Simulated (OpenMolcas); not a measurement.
# One shape, several levels: LiI (Lithium Iodide)

Wanted: a comparison of 5 runs (B3LYP/def2-TZVPPD, BHLYP/def2-TZVPPD, M06-2X/def2-TZVPPD, revPBE/def2-TZVPPD, CCSD(T)/def2-TZVPPD) of LiI (Lithium Iodide). 

The calculation is run with OpenMolcas 26.06.

## (1) The system as given

The species is LiI (2 atoms), meant as a singlet with charge 0. SMILES: `[Li][I]`. Geometry: the measured bond length.

Bond lengths: Li1–I2 2.392 Å.

## (2) Energy and forces at B3LYP/def2-TZVPPD (core potential) (run 1)

input.xyz reads:

```xyz
2

Li     0.000000     0.000000     0.000000
I      0.000000     0.000000     2.391924
```

job.inp reads:

```
&GATEWAY
  BasLib = $CurrDir
  Coord = input.xyz
  Basis = def2-TZVPPD
  Group = NoSym

&SEWARD
  GridInput
  Grid=UltraFine
  End of Grid

&SCF
  KSDFT = B3LYP
  Thresholds = 1e-10 1e-07 1e-07 1e-05
  PrOrbitals = 1 2

&ALASKA
```

The basis set def2-TZVPPD is read from a file made from the Basis Set Exchange's data (not shown).

Started as:

```console
$ export MOLCAS_MEM=1860
$ pymolcas job.inp > job.log
```

Output:

```text
--- Start Module: gateway ---
[...]
--- Stop Module: gateway /rc=_RC_ALL_IS_WELL_ ---
[...]
      Basis functions           81
[...]
--- Start Module: scf ---
[...]
       Convergence after  12 Iterations
[...]
::    Total KS-DFT energy                            -305.4060687364
[...]
      Total spin, S                                     0.0000000000
[...]
      Total electronic charge=   28.000000
      Total            charge=   -0.000000
[...]
      Dipole Moment (debye):
      Origin of the operator (angstrom)=    0.0000    0.0000    2.2666
                   X= -6.7468E-15               Y= -4.7753E-15               Z= -7.1999E+00           Total=  7.1999E+00
      Quadrupole Moment (debye*angstrom):
[...]
--- Stop Module: scf /rc=_RC_ALL_IS_WELL_ ---
[...]
--- Start Module: alaska ---
[...]
 *              Molecular gradients               *
 **************************************************
  Irreducible representation: a
 ------------------------------------------------------------------------------------------
                              X                       Y                       Z
 ------------------------------------------------------------------------------------------
  LI1               7.06881577217590E-16   -6.43255685439253E-16    4.94666875146876E-04
  I2               -7.08480719173731E-16    6.47862767329330E-16   -4.94666875147765E-04
 ------------------------------------------------------------------------------------------
--- Stop Module: alaska /rc=_RC_ALL_IS_WELL_ ---
[...]
```

It took 9.6 s on 1 thread of Arm Neoverse V2, shared host; peak memory 0.45 GiB.

## (3) Energy and gradient at BHLYP/def2-TZVPPD (core potential) (run 2)

calc.input reads:

```
&GATEWAY
 BasLib=$CurrDir
 Coord
 2
 bohr
 Li     0.00000000     0.00000000     0.00000000
 I      0.00000000     0.00000000     4.52008127
 Basis=def2-TZVPPD
 Group=NoSym

&SEWARD
 GridInput
 Grid=UltraFine
 End of Grid

&SCF
 KSDFT=HYB_GGA_XC_BHANDHLYP
 Thresholds=1e-10 1e-07 1e-07 1e-05
 PrOrbitals=1 1

&ALASKA
```

The basis set def2-TZVPPD is read from a file made from the Basis Set Exchange's data (not shown).

Started as:

```console
$ export MOLCAS_MEM=1860
$ pymolcas calc.input > calc.log
```

Output:

```text
--- Start Module: gateway ---
[...]
--- Stop Module: gateway /rc=_RC_ALL_IS_WELL_ ---
[...]
      Basis functions           81
[...]
--- Start Module: scf ---
[...]
       Convergence after  11 Iterations
[...]
::    Total KS-DFT energy                            -305.2558947957
[...]
      Total spin, S                                     0.0000000000
[...]
      Total electronic charge=   28.000000
      Total            charge=   -0.000000
[...]
      Dipole Moment (debye):
      Origin of the operator (angstrom)=    0.0000    0.0000    2.2666
                   X=  1.1465E-14               Y=  9.8090E-16               Z= -7.3872E+00           Total=  7.3872E+00
      Quadrupole Moment (debye*angstrom):
[...]
--- Stop Module: scf /rc=_RC_ALL_IS_WELL_ ---
[...]
--- Start Module: alaska ---
[...]
 *              Molecular gradients               *
 **************************************************
  Irreducible representation: a
 ------------------------------------------------------------------------------------------
                              X                       Y                       Z
 ------------------------------------------------------------------------------------------
  LI1              -1.41453986394379E-15    8.47792343875961E-17   -5.34321281102201E-04
  I2                1.41124710938812E-15   -8.61345019924541E-17    5.34321281104866E-04
 ------------------------------------------------------------------------------------------
--- Stop Module: alaska /rc=_RC_ALL_IS_WELL_ ---
[...]
```

It took 9 s on 1 thread of Arm Neoverse V2, shared host; peak memory 0.45 GiB.

Runs 3 to 4 aren't shown in full; the table further down has their settings and results.

## (4) A single-point energy at CCSD(T)/def2-TZVPPD (core potential) (run 5)

mol.input reads:

```
>>> EXPORT MOLCAS_PRINT=2

&GATEWAY
 BasLib=$CurrDir
 Coord
 2
 angstrom
 Li       0.000000       0.000000       0.000000
 I        0.000000       0.000000       2.391924
 Basis=def2-TZVPPD
 Group=NoSym

&SEWARD

&SCF
 Thresholds=1e-10 1e-07 1e-07 1e-05
 PrOrbitals=1 1

&RASSCF
 FileOrb=$Project.ScfOrb
 Spin=1
 Nactel=0 0 0
 Inactive=14
 Ras2=0
 OutOrbitals=Canonical
 OrbListing=Nothing

&MOTRA
 JobIph
 Frozen=4

&CCSDT
 CCT
 Triples=2
 Iterations=80
 Accuracy=1e-08
 Extrapolation=5 4
```

The basis set def2-TZVPPD is read from a file made from the Basis Set Exchange's data (not shown).

Started as:

```console
$ export MOLCAS_MEM=1860
$ pymolcas mol.input > mol.log
```

Output:

```text
--- Start Module: gateway ---
[...]
--- Stop Module: gateway /rc=_RC_ALL_IS_WELL_ ---
[...]
      Basis functions           81
[...]
       Convergence after  14 Iterations
[...]
::    Total SCF energy                               -304.1937093422
[...]
      Total spin, S                                     0.0000000000
[...]
      Number of active orbitals                  0
[...]
      Spin quantum number                      0.0
[...]
      Active orbitals                            0
[...]
      Number of CSFs                             1
[...]
      Number of root(s) required                 1
[...]
      Convergence after  4 iterations
[...]
      Natural orbitals and occupation numbers for root  1
      ************************************************************************************************************************
      *                                                    Final results                                                     *
      ************************************************************************************************************************
[...]
::    RASSCF root number  1 Total energy:   -304.19370934
[...]
      Total electronic charge=   28.000000
      Total            charge=   -0.000000
[...]
      Dipole Moment (debye):
      Origin of the operator (angstrom)=    0.0000    0.0000    2.2666
                   X=  6.8776E-15               Y=  3.1513E-15               Z= -7.6473E+00           Total=  7.6473E+00
      Quadrupole Moment (debye*angstrom):
[...]
--- Start Module: motra ---
[...]
      *** WARNING: Default frozen orbitals is overwritten by user input.
      *** Default values:   1
[...]
--- Stop Module: motra /rc=_RC_ALL_IS_WELL_ ---
--- Start Module: ccsdt ---
[...]
      Convergence after                    14  Iterations
      Total energy (diff) :    -304.70602305       0.00000000
[...]
 METHOD                       : CCSD+T(CCSD)+<T3(1)WT1> = CCSD(T)
[...]
       CCSD     =      -304.7060230509761
[...]
--- Stop Module: ccsdt /rc=_RC_ALL_IS_WELL_ ---
[...]
```

Wall time 35 s (1 thread of Arm Neoverse V2, shared host); peak memory 0.45 GiB.

## (5) The series

```
run                                 level      task  integration grid  energy (Eh)  dipole moment (D) of the reference  HOMO energy (eV)  LUMO energy (eV)  wall time
  1    B3LYP/def2-TZVPPD (core potential)  gradient         UltraFine  -305.406069                                7.20             -6.12             -1.82      9.6 s
  2    BHLYP/def2-TZVPPD (core potential)  gradient         UltraFine  -305.255895                                7.39             -7.26             -1.31        9 s
  3   M06-2X/def2-TZVPPD (core potential)  gradient         UltraFine  -305.228094                                7.38             -7.43             -1.65       11 s
  4   revPBE/def2-TZVPPD (core potential)  gradient         UltraFine  -305.339264                                7.07             -5.25             -2.11      9.6 s
  5  CCSD(T)/def2-TZVPPD (core potential)    energy                 –  -304.715781                                7.65             -8.73             -0.41       35 s
```

## (6) Results

| quantity | value |
| --- | --- |
| run 5: total energy | -304.71578 Eh |
| run 5: dipole moment (mean-field density) | 7.65 D |
| run 5: HOMO energy (Hartree–Fock orbitals) | -8.73 eV |
| run 5: LUMO energy (Hartree–Fock orbitals) | -0.41 eV |
| run 5: HOMO–LUMO gap (Hartree–Fock orbitals) | 8.32 eV |
| run 5: correlation energy (4 core orbitals frozen) | -522.1 mEh |
| run 5: (T) correction | -9.76 mEh |

What this shows: Over runs 1, 2, 3, 4 the dipole moment (its size) runs from 7.07 D (revPBE/def2-TZVPPD) to 7.39 D (BHLYP/def2-TZVPPD). Over runs 1, 2, 3, 4 the HOMO–LUMO gap runs from 3.14 eV (revPBE/def2-TZVPPD) to 5.95 eV (BHLYP/def2-TZVPPD). Totals of different functionals can't be ranked against each other. All runs together took 74 s, the longest 35 s.
